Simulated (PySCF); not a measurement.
# TeS₂⁻: structure of the quartet

The task is one start of a wider search on TeS₂⁻: the quartet, built as end-on. It is relaxed, tested by its Hessian and followed downhill if it is a saddle.

Program: PySCF 2.14.0. Level of theory: PBE, basis Te def2-SVPD with ECP28, S def2-SVPD, scalar-relativistic core potentials, no spin–orbit coupling, density fitting. These are calculated values, not measurements.

**1. Where the work starts**

3 atoms, charge -1, spin multiplicity 4.

Bond lengths: Te1–S2 2.462 Å, S2–S3 2.047 Å. Angles: Te1–S2–S3 119.9°.

```xyz
3
charge -1 multiplicity 4
Te    0.0000    0.0000    0.0000
S     0.0000    0.0000    2.4617
S     1.7748    0.0000    3.4817
```

**2. Finding the electronic state**

The steps below are one call of a driver around PySCF. For each, scf.py gives the equivalent set-up of the SCF; relaxations use the driver's own optimiser. After this first run the driver tries any further starts and a stability analysis.

File scf.py:

```python
from pyscf import gto, scf, dft
mol = gto.M(atom='''
Te     0.000000     0.000000     0.000000
S      0.000000     0.000000     2.461700
S      1.774800     0.000000     3.481700''',
    basis={'Te': 'def2-SVPD', 'S': 'def2-SVPD'},
    ecp={'Te': 'def2-SVPD'},
    charge=-1, spin=3)
mf = dft.UKS(mol, xc='PBE')
mf.grids.atom_grid = (50, 194)
aux = {'Te': 'def2-universal-JKFIT', 'S': 'def2-universal-JKFIT'}
mf = mf.density_fit(auxbasis=aux)
mf.conv_tol = 1e-08
mf.diis_space = 10
mf.max_cycle = 60
mf.init_guess = 'minao'
mf.verbose = 4
mf.kernel()
```

Started as:

```sh
> OMP_NUM_THREADS=2 python axn.py task.json out
```

Further steps of the session: Relaxing the quartet from the end-on start; Is it a minimum? Harmonic modes.

Before running it: what results should come out? Wanted: minimum; geometry; wavenumbers; dipole moment; highest occupied, lowest empty level; polar-tensor charge of Te1; zero-point energy; ⟨S²⟩.

The runs gave:

```
                                          quantity                                     value
                                           minimum                              quartet, C∞v
                                          geometry  S–S 2.047 Å, Te–S 2.686 Å; S–S–Te 180.0°
                                wavenumbers (cm⁻¹)                98 (π), 133 (σ+), 462 (σ+)
                    dipole moment (centre of mass)                                    4.30 D
highest occupied, lowest empty level (either spin)                           -0.60, -0.05 eV
                        polar-tensor charge of Te1                                   -0.56 e
                                 zero-point energy                                4.7 kJ/mol
                               entropy at 298.15 K                           313.7 J/(mol K)
                                              ⟨S²⟩                                     3.755
```

**Reading.** The end-on start (Cs) ends in a minimum of C∞v symmetry. The strongest infrared band lies at 462 cm⁻¹ (σ+). Other starts or spin states, not run here, may lie lower. Spin–orbit coupling, left out here, can matter for elements this heavy.
